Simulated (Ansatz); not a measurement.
Below is the output of a Python script on Ansatz's Python interface that makes a single point in a Gaussian basis of FGeH7Si2, SMILES F[SiH2][GeH2][SiH3]. Write a script that gives it. Use: SVWN5, def2-SVPD basis, multiplicity 1.

Input file `fgeh7si2.xyz`:
```text
11

F    -1.99200    1.62940    0.43480
Si   -0.37280    1.76510    0.62450
Ge    0.47680   -0.36580    0.73460
Si    0.08410   -1.48910   -1.20840
H     0.22650    2.46560   -0.53800
H    -0.06370    2.51190    1.86440
H     2.07440   -0.28370    0.92570
H    -0.07530   -1.09800    1.94780
H    -1.44580   -1.54990   -1.32580
H     0.60050   -0.78230   -2.32270
H     0.55260   -2.86030   -1.11630
```

```console
$ python fgeh7si2_energy.py
reference energy    -74924.081793 eV
total energy        -74924.081793 eV
occupied (up, down): [38, 38]  virtual: [127, 127]  frozen: 0
```

The script that was run (others could print the same):

`fgeh7si2_energy.py`
```python
"""Electronic structure of the FGeH7Si2 molecule."""

import ansatz

params = {
    "basis": "def2-SVPD",
}


def main() -> None:
    system = ansatz.Crystal.molecule_from_extxyz("fgeh7si2.xyz")

    base = (
        system.calculation()
        .basis(gaussian=params["basis"])
        .functional(ansatz.LibraryFunctional("SVWN5"))
        .accuracy("medium")
        .scf(lower_state_search="standard")
    )
    result = base.run()
    data = result.report

    print("reference energy %16.6f eV" % data["reference_energy_ev"])
    print("total energy     %16.6f eV" % data["free_energy_ev"])
    print("occupied (up, down):", data["n_occupied"], " virtual:", data["n_virtual"], " frozen:", data["n_frozen"])


if __name__ == "__main__":
    main()
```

These settings explore the input space; basis and method may be short of convergence. The geometry is a force-field or estimated start, not a minimum of this method, and the basis set is short of its limit. The whole script took 1.8 s on 1 thread of AMD EPYC 9R45 (Zen 5), with other jobs on the host, peak memory 0.29 GiB.

(Lines on the test bed's own set-up are left out of the output.)
